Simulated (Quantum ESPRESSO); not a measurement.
A run of Quantum ESPRESSO 7.5:

The input pw.in:

```
&CONTROL
  calculation = 'scf'
  prefix = 'pwscf'
  outdir = './tmp'
  pseudo_dir = './pseudo'
  tprnfor = .true.
  tstress = .true.
  disk_io = 'low'
/
&SYSTEM
  ibrav = 0
  celldm(1) = 8
  nat = 3
  ntyp = 2
  ecutwfc = 56
  nbnd = 12
  occupations = 'smearing'
  smearing = 'fd'
  degauss = 0.00367493
/
&ELECTRONS
  conv_thr = 6d-10
  electron_maxstep = 120
  mixing_beta = 0.5
/
ATOMIC_SPECIES
Al    26.9815 Al.upf
Cl    35.4500 Cl.upf
CELL_PARAMETERS alat
  0.8950626774758   0.0000000000000   0.0000000000000
  0.0000000000000   0.8950626774758   0.0000000000000
  0.0000000000000   0.0000000000000   1.1260029654966
ATOMIC_POSITIONS crystal
Al     0.5000000000    0.0000000000    0.3480306200
Al     0.0000000000    0.5000000000    0.3480306200
Cl     0.0000000000    0.0000000000    0.3848475800
K_POINTS automatic
6 6 4 1 1 1
```

File relax.in:

```
&CONTROL
  calculation = 'vc-relax'
  prefix = 'pwscf'
  outdir = './tmp'
  pseudo_dir = './pseudo'
  tprnfor = .true.
  tstress = .true.
  disk_io = 'low'
  nstep = 40
  forc_conv_thr = 0.0001
  etot_conv_thr = 1d-06
/
&SYSTEM
  ibrav = 0
  celldm(1) = 8
  nat = 3
  ntyp = 2
  ecutwfc = 56
  nbnd = 12
  occupations = 'smearing'
  smearing = 'fd'
  degauss = 0.00367493
/
&ELECTRONS
  conv_thr = 6d-10
  electron_maxstep = 120
  mixing_beta = 0.5
/
&IONS
  ion_dynamics = 'bfgs'
/
&CELL
  cell_dynamics = 'bfgs'
  press = 150
  press_conv_thr = 0.2
/
ATOMIC_SPECIES
Al    26.9815 Al.upf
Cl    35.4500 Cl.upf
CELL_PARAMETERS alat
  0.8950626774758   0.0000000000000   0.0000000000000
  0.0000000000000   0.8950626774758   0.0000000000000
  0.0000000000000   0.0000000000000   1.1260029654966
ATOMIC_POSITIONS crystal
Al     0.5000000000    0.0000000000    0.3480306200
Al     0.0000000000    0.5000000000    0.3480306200
Cl     0.0000000000    0.0000000000    0.3848475800
K_POINTS automatic
6 6 4 1 1 1
```

The input scf2.in:

```
&CONTROL
  calculation = 'scf'
  prefix = 'pwscf'
  outdir = './tmp'
  pseudo_dir = './pseudo'
  tprnfor = .true.
  tstress = .true.
  disk_io = 'low'
/
&SYSTEM
  ibrav = 0
  celldm(1) = 8
  nat = 3
  ntyp = 2
  ecutwfc = 56
  nbnd = 12
  occupations = 'smearing'
  smearing = 'fd'
  degauss = 0.00367493
/
&ELECTRONS
  conv_thr = 1d-13
  electron_maxstep = 120
  mixing_beta = 0.5
  startingpot = 'file'
  startingwfc = 'file'
/
ATOMIC_SPECIES
Al    26.9815 Al.upf
Cl    35.4500 Cl.upf
CELL_PARAMETERS alat
  1.0914924677395   0.0000000000000   0.0000000000000
  0.0000000000000   1.0914924677395   0.0000000000000
  0.0000000000000   0.0000000000000   0.6073863165357
ATOMIC_POSITIONS crystal
Al     0.5000000000    0.0000000000    0.3603591135
Al     0.0000000000    0.5000000000    0.3603591135
Cl     0.0000000000    0.0000000000    0.3601905931
K_POINTS automatic
6 6 4 1 1 1
```

File ph.in:

```
phonons of Al2Cl
&INPUTPH
  prefix = 'pwscf'
  outdir = './tmp'
  tr2_ph = 1d-18
  fildyn = 'dyn'
  niter_ph = 90
  alpha_mix(1) = 0.4
/
0.0000000000 0.0000000000 0.0000000000
```

File dynmat.in:

```
&INPUT
  fildyn = 'dyn'
  asr = 'crystal'
  filout = 'dynmat.disp'
  fileig = 'dynmat.eig'
/
```

Potentials or basis: PseudoDojo 0.4.1 SR LDA standard.

The run is started by

```sh
$ OMP_NUM_THREADS=1 pw.x -in pw.in > pw.out
$ OMP_NUM_THREADS=1 pw.x -in relax.in > relax.out
$ OMP_NUM_THREADS=1 pw.x -in scf2.in > scf2.out
$ OMP_NUM_THREADS=1 ph.x -in ph.in > ph.out
$ OMP_NUM_THREADS=1 dynmat.x -in dynmat.in > dynmat.out
```

Hardware: 1 thread of Intel(R) Xeon(R) Processor @ 2.50GHz (Skylake/Cascade Lake), on a shared host.

Question: How long does it take, and how much memory?

Answer: Wall time 9.7 min on 1 thread of Intel(R) Xeon(R) Processor @ 2.50GHz (Skylake/Cascade Lake), on a shared host, peak memory 0.06 GiB. Counts: scf iterations 214, k pools 1, bands 12, ion steps 29, k points 12, g dense 26079.
